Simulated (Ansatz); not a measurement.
Cu, space group P6_3/mmc, a single point

Computed with the Python package of Ansatz (0.2.0).

The cells in order, each with its output:

**Cell 1**
```python
from collections import Counter
import json
import warnings

import ansatz as az
from ase.data import atomic_numbers
import numpy as np
from pymatgen.analysis.ewald import EwaldSummation
from pymatgen.core import Structure
import spglib
```

**Cell 2**
```python
KMESH = (15, 15, 4)
XC = "lda"
OCCUPATIONS = "fermi_dirac"
WIDTH_EV = 0.05
TOLERANCE = 1e-08
```

**Cell 3**
```python
warnings.simplefilter("ignore", az.DeckWarning)
```

**Cell 4**
```python
cell = (
    az.Lattice.of((2.53076, 0.0, 0.0), (-1.26538, 2.19171, 0.0), (0.0, 0.0, 8.26182))
    .atom("Cu", (0.0, 0.0, 0.0))
    .atom("Cu", (1 / 3, 2 / 3, 0.25))
    .atom("Cu", (0.0, 0.0, 0.5))
    .atom("Cu", (2 / 3, 1 / 3, 0.75))
)

len(cell.resolved().sites)
```
Output:
```text
4
```

**Cell 5**
```python
# the calculation
setup = cell.calculation()
setup = setup.kpoints(*KMESH, center="gamma")
setup = setup.functional(XC).occupations(OCCUPATIONS, width=WIDTH_EV)
setup = setup.scf(tolerance=TOLERANCE)
setup = setup.basis(34 * az.Ry)
setup = setup.density()
outcome = setup.run(events_out="events.ndjson")
r = outcome.report
```

**Cell 6**
```python
outcome.lattice.cell_ang
```
Output:
```text
array([[ 2.53076436,  0.        ,  0.        ],
       [-1.26538218,  2.19170623,  0.        ],
       [ 0.        ,  0.        ,  8.26182   ]])
```

**Cell 7**
```python
r["converged"], r["free_energy_ev"]
```
Output:
```text
(True, -26222.81744476757)
```

**Cell 8**
```python
with open("events.ndjson") as stream:
    kinds = Counter(json.loads(line)["event"] for line in stream)
print("events:", {kind: kinds[kind] for kind in ("scf_iter", "scf_done", "notice", "finished")})

print("%-22s %14.5f eV" % ("F = E - TS", r["free_energy_ev"]))
print("%-22s %14.5f eV" % ("E", r["internal_energy_ev"]))
print("%-22s %14.5f eV" % ("Harris-Foulkes", r["harris_foulkes_ev"]))
print("%-22s %14.5f eV" % ("Fermi level", r["fermi_energy_ev"]))

final = Structure(outcome.lattice.cell_ang, [s.symbol for s in outcome.lattice.sites], [s.position_frac for s in outcome.lattice.sites])
distances = np.array([n.nn_distance for shell in final.get_all_neighbors(6.0) for n in shell])
values, counts = np.unique(distances.round(2), return_counts=True)
print("distance (A)  neighbours per atom")
for value, count in list(zip(values, counts))[:14]:
    print(f"{value:10.2f} {count / len(final):10.2f}")

rho = outcome.density()
total = sum(ch.density_e_per_ang3 for ch in rho.channels[:2]) if len(rho.channels) < 3 else rho.channels[0].density_e_per_ang3
print("grid", rho.dims, "electrons", round(float(total.mean() * rho.cell_volume_ang3), 4))
print(f"density range {total.min():.4f} to {total.max():.4f} e/A^3")
print(np.array2string(total[:: max(rho.dims[0] // 8, 1), :: max(rho.dims[1] // 8, 1), 0], precision=3, suppress_small=True))
```
Output:
```text
events: {'scf_iter': 9, 'scf_done': 1, 'notice': 2, 'finished': 1}
F = E - TS               -26222.81744 eV
E                        -26222.80806 eV
Harris-Foulkes           -26222.81744 eV
Fermi level                  17.10381 eV
distance (A)  neighbours per atom
      2.53      12.00
      3.58       6.00
      4.13       1.00
      4.38      21.00
      4.84       6.00
      5.06       9.00
      5.66      18.00
grid (18, 18, 60) electrons 76.0
density range 0.1507 to 70.1004 e/A^3
[[70.1   32.761  5.238  0.799  0.315  0.315  0.799  5.238 32.761]
 [32.761 32.761  8.967  1.494  0.381  0.267  0.381  1.494  8.967]
 [ 5.238  8.967  5.238  1.494  0.423  0.256  0.256  0.423  1.494]
 [ 0.799  1.494  1.494  0.799  0.381  0.256  0.228  0.256  0.381]
 [ 0.315  0.381  0.423  0.381  0.315  0.267  0.256  0.256  0.267]
 [ 0.315  0.267  0.256  0.256  0.267  0.315  0.381  0.423  0.381]
 [ 0.799  0.381  0.256  0.228  0.256  0.381  0.799  1.494  1.494]
 [ 5.238  1.494  0.423  0.256  0.256  0.423  1.494  5.238  8.967]
 [32.761  8.967  1.494  0.381  0.267  0.381  1.494  8.967 32.761]]
```

**Cell 9**
```python
spg_cell = (outcome.lattice.cell_ang, [s.position_frac for s in outcome.lattice.sites], [atomic_numbers[s.symbol] for s in outcome.lattice.sites])
# the group found depends on the tolerance
found = spglib.get_symmetry_dataset(spg_cell, symprec=1e-3)
print(found.international, found.number, "point group", found.pointgroup)
for site, letter, group in zip(outcome.lattice.sites, found.wyckoffs, found.site_symmetry_symbols):
    print(f"  {site.symbol:2s} Wyckoff {letter}  site symmetry {group}")

# ions of the valence charge in a uniform background
ions = final.copy()
ions.add_oxidation_state_by_site([r["n_electrons"] / len(ions)] * len(ions))
print(f"Ewald sum by pymatgen {EwaldSummation(ions).total_energy:.4f} eV, by the run {r['components']['e_ewald']:.4f} eV")
```
Output:
```text
P6_3/mmc 194 point group 6/mmm
  Cu Wyckoff a  site symmetry -3m.
  Cu Wyckoff c  site symmetry -6m2
  Cu Wyckoff a  site symmetry -3m.
  Cu Wyckoff c  site symmetry -6m2
Ewald sum by pymatgen -13319.9740 eV, by the run -13319.9740 eV
```

Reading the output:
- Absolute energies stand on the zero of these potentials, so only differences at equal settings mean something.
- No spin polarisation was allowed.
- An absolute Fermi energy rests on an arbitrary zero of the periodic potential and has no direct meaning.
- Grid values close to the nuclei reflect the PAW or pseudopotential construction, not the all-electron fields.
- This isn't the structure that Cu takes at ambient conditions.
- It ran for 9.9 s on 1 thread of Arm Neoverse V1, with other jobs on the host, peak memory 0.49 GiB.
